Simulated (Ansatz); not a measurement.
# Ru: the cost of one run

Method: DFT r2SCAN, scalar-relativistic, plane waves, PAW, in Ansatz 0.2.0.

1 further run of the same task is left out (set aside as unsound or not needed).

## (1) The structure to begin with

The structure is hexagonal, space group P6_3/mmc (No. 194). The conventional cell has a = 2.702 Å, b = 2.702 Å, c = 4.266 Å, α = 90.00°, β = 90.00°, γ = 120.00°. Ru (site symmetry -6m2) is surrounded by 12 Ru at 2.64 to 2.70 Å.

As a file:

```xyz
2
Lattice="2.7023 0.0000 0.0000 -1.3512 2.3403 0.0000 0.0000 0.0000 4.2660" Properties=species:S:1:pos:R:3 pbc="T T T"
Ru    0.0000    1.5602    1.0665
Ru    1.3512    0.7801    3.1995
```

It is the result of an earlier relaxation at this level (volume 13.49 Å³/atom; gap on the mesh: none (metal)).

## (2) Bulk reference on the slab's mesh

input.yaml reads:

```yaml
crystal:
  lattice:
    - [2.7023482492, 0.0, 0.0]
    - [0.0, 4.2659655209, 0.0]
    - [1.3511741246, 0.0, 2.3403022337]
  atoms:
    - { symbol: Ru, position: [0.3333333333, 0.75, 0.3333333333] }
    - { symbol: Ru, position: [0.6666666667, 0.25, 0.6666666667] }
basis:
  ecutwfc: 500
kpoints:
  mp_grid: { grid: [13, 8, 15] }
hamiltonian:
  xc: r2scan
scf:
  occupations: { method: gaussian, width: 0.1 }
output:
  forces: true
  stress: true
  eigenvalues: true
```

The run is started by

```
ansatz run input.yaml --threads 2 --pin off --max-ram 5120MiB --backend cpu --events-out ev --progress --plain --runs-dir out
```

**Question.** How long does this run take on 2 threads of Intel Xeon Platinum 8259CL at 2.50GHz (Skylake/Cascade Lake), shared host, and how much memory does it need?

About 17 s, with a peak of 0.63 GiB.
